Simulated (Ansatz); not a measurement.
# GaF under changes of volume

One of the cells (23.058 Å³/atom); the others are scaled copies at fixed shape and fractional positions:

```
CELL_PARAMETERS angstrom
0.00000 2.84624 2.84624
2.84624 0.00000 2.84624
2.84624 2.84624 0.00000
ATOMIC_POSITIONS crystal
Ga 0.25000 0.25000 0.25000
F 0.00000 0.00000 0.00000
```

The cell was built by a generator and needn't be a form met in nature.

- Program: Ansatz 0.2.0
- Functional: PBE
- Potentials or basis: JTH PAW
- Cutoff: 3600 eV (not typed: the program's choice for these potentials)
- k mesh: 8 × 8 × 8
- Occupations: fermi-dirac, width 0.05 eV
- Spin: no spin polarisation

| volume (Å³/atom) | energy over the lowest point (meV/atom) | pressure (GPa) | gap on the mesh (eV) |
| --- | --- | --- | --- |
| 21.674 | ? | ? | ? |
| 22.135 | 3.24 | 1.2 | 2.10 |
| 22.596 | 0.79 | 0.6 | 2.19 |
| 23.058 | 0.00 | 0.0 | 2.27 |
| 23.519 | 0.72 | -0.5 | 2.35 |
| 23.980 | 2.79 | -0.9 | 2.42 |
| 24.441 | 6.08 | -1.3 | 2.49 |

**Question.** What does the run at 21.674 Å³/atom give?

**Answer.** Energy over the lowest point 7.56 meV/atom; pressure 1.8 GPa; gap on the mesh 2.01 eV.

Worked out: A Birch-Murnaghan fit of order 3 (a polynomial in V^(-2/3)) to the other rows has its minimum at 23.06 Å³/atom with B0 = V·E''(V) = 26 GPa and B' = 4.2. It gives 7.54 meV/atom at 21.674 Å³/atom, against the run's 7.56, and -dE/dV = 1.8 GPa, against 1.8. A straight line through the other rows of the gap, of slope 3.92 eV per unit of ln V, extrapolates to 2.02 eV, against the run's 2.01.

Energies are extrapolated to zero smearing.

A mesh can miss the band edges. Spin-orbit coupling on Ga is left out.
